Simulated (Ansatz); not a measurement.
# WC: the cost of one run

Computed with Ansatz 0.2.0 (DFT r²SCAN, frozen-core PAW and all-electron LAPW, scalar-relativistic unless said, unless a step's input says otherwise).

### Step 1. Starting point

The structure is hexagonal, space group P-6m2 (No. 187). The conventional cell has a = 2.907 Å, b = 2.907 Å, c = 2.837 Å, α = 90.00°, β = 90.00°, γ = 120.00°. W (site symmetry -6m2) is surrounded by 6 C at 2.20 Å. C (site symmetry -6m2) is surrounded by 6 W at 2.20 Å.

Structure file:

```xyz
2
Lattice="2.9065 0.0000 0.0000 -1.4532 2.5171 0.0000 0.0000 0.0000 2.8366" Properties=species:S:1:pos:R:3 pbc="T T T"
W     0.0000    0.0000    0.0000
C     1.4533    0.8390    1.4183
```

Cartesian axes are those of the input's lattice vectors. The structure goes back to a database entry.

### Step 2. Cell and atoms relaxed, PAW

The input, input.yaml:

```yaml
crystal:
  lattice:
    - [2.9065, 0.0, 0.0]
    - [-1.45325, 2.5171028361, 0.0]
    - [0.0, 0.0, 2.8366]
  atoms:
    - { symbol: W, position: [0.0, 0.0, 0.0] }
    - { symbol: C, position: [0.666666666667, 0.333333333333, 0.5] }
kpoints:
  mp_grid: { grid: [14, 14, 12] }
scf:
  occupations: { method: fermi_dirac, width: 0.05 }
hamiltonian:
  xc: r2scan
  pseudopotentials: { kind: paw }
relax:
  f_tol: 0.002
  max_steps: 80
  cell: {}
output:
  forces: true
  stress: true
  write_density: true
  write_potential: true
  elf: true
  volumetric_format: npy
```

Run with:

```bash
> ansatz run input.yaml --threads 1 --pin off --max-ram 3072MiB --backend cpu --events-out ev --progress --plain --runs-dir out
```

Q: Estimate wall time and peak memory on 1 thread of Arm Neoverse V1, shared host.

About 50 s, with a peak of 0.43 GiB.
